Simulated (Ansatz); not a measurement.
What does this script print? It uses Ansatz's Python interface.

The script, `bde.py`:
```python
'''X-H bond energies of BH8NSi2 without relaxation.'''

import ansatz

BASIS = 'aug-cc-pVDZ'
XC = 'B3LYP'


def energy(molecule, charge=0, unpaired=0):
    calc = molecule.calculation().basis(gaussian=BASIS).functional(XC)
    if charge:
        calc = calc.charge(charge)
    if unpaired:
        calc = calc.spin('collinear', total=unpaired)
    report = calc.run().report
    if report['published_state_doubts']:
        print('  doubts:', report['published_state_doubts'])
    return report['free_energy_ev']

def without(molecule, index):
    rest = ansatz.Crystal.molecule()
    for i, site in enumerate(molecule.cartesian_sites):
        if i != index:
            rest = rest.atom(site.symbol, site.position_ang)
    return rest

mol = (
    ansatz.Crystal.molecule()
    .atom('B', (-0.979, 0.8879, -0.8951))
    .atom('N', (-0.5221, -0.3919, -0.3463))
    .atom('Si', (-0.5921, -0.2779, 1.4301))
    .atom('Si', (1.2684, -0.5648, -0.8469))
    .atom('H', (-1.9621, 0.9328, -1.6436))
    .atom('H', (-0.4994, 1.9729, -0.6358))
    .atom('H', (0.2883, 0.8546, 1.9082))
    .atom('H', (-1.9079, -0.0711, 1.8878))
    .atom('H', (-0.0353, -1.509, 2.0685))
    .atom('H', (1.9958, 0.5613, -0.3314))
    .atom('H', (1.2676, -0.6321, -2.2896))
    .atom('H', (1.7548, -1.8177, -0.2719))
)

whole = energy(mol, 0)
hydrogen = energy(ansatz.Crystal.molecule().atom('H', (0, 0, 0)), 0, 1)
print(f'E(molecule) = {whole:.5f} eV, E(H) = {hydrogen:.5f} eV')
for index in [5, 11]:
    radical = energy(without(mol, index), 0, 1)
    print(f'H{index}: homolysis {23.060548 * (radical + hydrogen - whole):.1f} kcal/mol')
    anion = energy(without(mol, index), -1)
    print(f'H{index}: loss of a proton {23.060548 * (anion - whole):.1f} kcal/mol')
```

```console
$ python bde.py
E(molecule) = -18053.26689 eV, E(H) = -13.65079 eV
H5: homolysis 101.5 kcal/mol
H5: loss of a proton 410.6 kcal/mol
H11: homolysis 92.8 kcal/mol
H11: loss of a proton 367.8 kcal/mol
```

Total energies depend on the basis set; only differences at equal settings carry meaning. The geometry is a force-field or estimated start, not a minimum of this method, and the basis set is short of its limit. All parts are taken at fixed geometry, without zero-point energy. b3lyp holds the VWN-RPA fit, as in Gaussian; the form of ORCA and Turbomole is b3lyp5. Finished in 66 s on 1 thread of Arm Neoverse V2, with other jobs on the host, peak memory 0.59 GiB.
